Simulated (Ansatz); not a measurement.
CH7BSSi, SMILES CSB[SiH3], a ladder of methods at one geometry

With Ansatz's Python interface.

Run as a notebook:

```python
import warnings

import ansatz as az

BASIS_SET = "cc-pVDZ"
```

```python
warnings.simplefilter("ignore", az.DeckWarning)
```

```python
geometry = (
    az.Crystal.molecule()
    .atom("C", (-0.8253, 1.6685, 0.548))
    .atom("S", (0.7132, 1.0802, 1.1554))
    .atom("B", (0.289, -0.7135, 0.7327))
    .atom("Si", (0.8759, -1.4314, -0.9897))
    .atom("H", (-0.9796, 1.4812, -0.5634))
    .atom("H", (-0.9042, 2.8293, 0.6741))
    .atom("H", (-1.6879, 1.2615, 1.1056))
    .atom("H", (-0.1793, -1.381, 1.538))
    .atom("H", (0.125, -0.6582, -1.9978))
    .atom("H", (2.2595, -1.3425, -1.1463))
    .atom("H", (0.3791, -2.8512, -1.0361))
)
```

```python
base = geometry.calculation().basis(gaussian=BASIS_SET)
```

```python
methods = ["mp2", "ccsd", "ccsd_t"]
reports = [base.correlation(m).run().report for m in methods]
print(f"Hartree-Fock reference {reports[0]['reference_energy_ev'] / 27.211386246:.6f} Ha")
best = reports[-1]["free_energy_ev"] - reports[-1]["reference_energy_ev"]
for method, each in zip(methods, reports):
    gained = each["free_energy_ev"] - each["reference_energy_ev"]
    print(f"{method:8s} total {each['free_energy_ev'] / 27.211386246:.6f} Ha  correlation {gained:9.4f} eV  ({100 * gained / best:.1f} % of the last)")
```

    Hartree-Fock reference -753.046718 Ha
    mp2      total -753.512298 Ha  correlation  -12.6691 eV  (85.0 % of the last)
    ccsd     total -753.579293 Ha  correlation  -14.4921 eV  (97.2 % of the last)
    ccsd_t   total -753.594768 Ha  correlation  -14.9132 eV  (100.0 % of the last)

Total energies depend on the basis set; only differences at equal settings carry meaning. The geometry is a force-field or estimated start, not a minimum of this method, and the basis set is short of its limit. A lower total doesn't mark the better method: functionals have no common bound, and MP2 and coupled cluster aren't variational. Inner cores stay frozen, so this is valence correlation. For Al to Cl the sets with a tight d function, cc-pV(X+d)Z, are usual. Hardware and time: 11 s on 1 thread of Intel(R) Xeon(R) 6975P-C (Granite Rapids), with other jobs on the host, peak memory 0.43 GiB.
